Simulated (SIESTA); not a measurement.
# ScSi2 under changes of volume

One of the cells (15.265 Å³/atom); the others are scaled copies at fixed shape and fractional positions:

```
CELL_PARAMETERS angstrom
3.68424 0.00000 0.00000
-1.84212 3.19064 0.00000
0.00000 0.00000 3.89563
ATOMIC_POSITIONS crystal
Sc 0.00000 0.00000 0.00000
Si 0.66667 0.33333 0.50000
Si 0.33333 0.66667 0.50000
```

| Quantity | Value |
| --- | --- |
| Program | SIESTA 5.4.2 |
| Functional | PBE |
| Potentials or basis | PseudoDojo 0.4 standard (PBE files) |
| Basis | DZP (energy shift 0.003 Ry; two zetas on semicore shells) |
| Grid cutoff | 800 Ry |
| Energy shift | 0.003 Ry |
| k mesh | 8 × 8 × 7 |
| Occupations | fermi-dirac, width 0.05 eV |
| Spin | no spin polarisation |

```csv
volume (Å³/atom),energy over the lowest point (meV/atom),pressure (GPa)
14.067,?,?
14.367,231.21,35.1
14.666,169.92,30.5
15.265,71.33,22.5
15.564,32.50,19.1
15.863,0.00,15.8
```

Question: What does the run at 14.067 Å³/atom give?

Answer: Energy over the lowest point 301.27 meV/atom; pressure 39.9 GPa.

Worked out: A Birch-Murnaghan fit of order 3 (a polynomial in V^(-2/3)) to the other rows has no minimum within the range. It gives 301.84 meV/atom at 14.067 Å³/atom, against the run's 301.27, and -dE/dV = 40.3 GPa, against 39.9.

Energies are extrapolated to zero smearing.

Caveats: the basis of atomic orbitals isn't converged, which shifts pressures, moduli and gaps.
